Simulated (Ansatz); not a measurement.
# C9H14BrN (N-butylpyridinium bromide): the cost of one run

Computed with Ansatz 0.2.0, Gaussian basis. Level: the settings change from run to run.

## Step 1: The molecule

The geometry comes from an earlier relaxation with r2SCAN-D4/def2-SVP; it is a stationary point, not always the lowest conformer.

25 atoms, charge 0, spin multiplicity 1.

Atoms are counted from 1 here; the program's logs count them from 0.

Bond lengths: C1–C2 1.524 Å, C1–H11 1.102 Å, C1–H12 1.101 Å, C1–H13 1.102 Å, C2–C3 1.527 Å, C2–H14 1.107 Å, C2–H15 1.105 Å, C3–C4 1.526 Å, C3–H16 1.105 Å, C3–H17 1.103 Å, C4–N5 1.470 Å, C4–H18 1.104 Å, C4–H19 1.100 Å, N5–C6 1.374 Å, N5–C10 1.367 Å, C6–C7 1.425 Å, C6–H20 1.088 Å, C7–C8 1.372 Å and more. Angles: C2–C1–H11 111.3°, C2–C1–H12 111.5°, C2–C1–H13 111.0°, H11–C1–H12 107.6°, H11–C1–H13 107.5°, H12–C1–H13 107.8°, C1–C2–C3 112.5°, C1–C2–H14 109.8°, C1–C2–H15 109.6°, C3–C2–H14 109.8°, C3–C2–H15 108.9°, H14–C2–H15 106.0°, C2–C3–C4 111.6°, C2–C3–H16 109.6°, C2–C3–H17 110.6°, C4–C3–H16 109.8°, C4–C3–H17 108.0°, H16–C3–H17 107.1° and more.

As a file:

```xyz
25
charge 0, multiplicity 1
C    -3.7380    0.3287    0.8714
C    -2.7579   -0.2526   -0.1408
C    -1.3022   -0.0620    0.2791
C    -0.3393   -0.6689   -0.7374
N     1.0731   -0.3952   -0.4352
C     1.7502    0.5394   -1.1801
C     3.1419    0.7077   -0.9249
C     3.7193    0.1262    0.1758
C     2.9293   -0.6843    1.0369
C     1.6223   -0.9210    0.7008
H    -3.6283   -0.1531    1.8568
H    -4.7810    0.1918    0.5474
H    -3.5673    1.4081    1.0100
H    -2.9673   -1.3290   -0.2911
H    -2.9130    0.2277   -1.1243
H    -1.1394   -0.5234    1.2704
H    -1.0645    1.0111    0.3767
H    -0.4686   -1.7633   -0.8049
H    -0.5363   -0.2483   -1.7343
H     1.3385    0.7340   -2.1680
H     3.7032    1.3587   -1.5975
H     4.7794    0.2825    0.3913
H     3.3459   -1.1391    1.9370
H     0.9638   -1.5613    1.2914
Br    0.8363    2.7853   -0.6065
```

## Step 2: LC-wPBE/def2-mTZVPP

Set apart from the defaults: a grid of angular degree 23.

File in.yaml:

```yaml
crystal:
  periodic: [false, false, false]
  atoms:
    - {symbol: C, position_ang: [-3.738041, 0.328750, 0.871375]}
    - {symbol: C, position_ang: [-2.757902, -0.252625, -0.140838]}
    - {symbol: C, position_ang: [-1.302241, -0.061984, 0.279111]}
    - {symbol: C, position_ang: [-0.339253, -0.668895, -0.737353]}
    - {symbol: N, position_ang: [1.073086, -0.395201, -0.435179]}
    - {symbol: C, position_ang: [1.750237, 0.539405, -1.180124]}
    - {symbol: C, position_ang: [3.141942, 0.707736, -0.924872]}
    - {symbol: C, position_ang: [3.719289, 0.126182, 0.175754]}
    - {symbol: C, position_ang: [2.929330, -0.684263, 1.036947]}
    - {symbol: C, position_ang: [1.622256, -0.920987, 0.700845]}
    - {symbol: H, position_ang: [-3.628313, -0.153060, 1.856818]}
    - {symbol: H, position_ang: [-4.781033, 0.191841, 0.547378]}
    - {symbol: H, position_ang: [-3.567331, 1.408145, 1.009996]}
    - {symbol: H, position_ang: [-2.967302, -1.329025, -0.291102]}
    - {symbol: H, position_ang: [-2.912978, 0.227747, -1.124350]}
    - {symbol: H, position_ang: [-1.139352, -0.523410, 1.270402]}
    - {symbol: H, position_ang: [-1.064500, 1.011124, 0.376699]}
    - {symbol: H, position_ang: [-0.468645, -1.763350, -0.804927]}
    - {symbol: H, position_ang: [-0.536327, -0.248321, -1.734306]}
    - {symbol: H, position_ang: [1.338465, 0.733963, -2.167976]}
    - {symbol: H, position_ang: [3.703225, 1.358736, -1.597523]}
    - {symbol: H, position_ang: [4.779430, 0.282507, 0.391306]}
    - {symbol: H, position_ang: [3.345875, -1.139073, 1.936974]}
    - {symbol: H, position_ang: [0.963758, -1.561287, 1.291431]}
    - {symbol: Br, position_ang: [0.836325, 2.785343, -0.606475]}
basis:
  gaussian: {orbitals: def2-mTZVPP, final_grid: {core_spheres: 8, valence_spheres: 7, degree: 23}}
hamiltonian: {xc: {name: LC-wPBE}}
scf: {omitted_lower_state_checks: [starts]}
output: {forces: true}
```

On the command line:

```
> ansatz run in.yaml --threads 4 --pin off --events-out ev --progress --plain --max-ram 6963MiB
```

Q: Estimate wall time and peak memory on 4 threads of Arm Neoverse V1, shared host.

About 9.5 s, with a peak of 1 GiB.
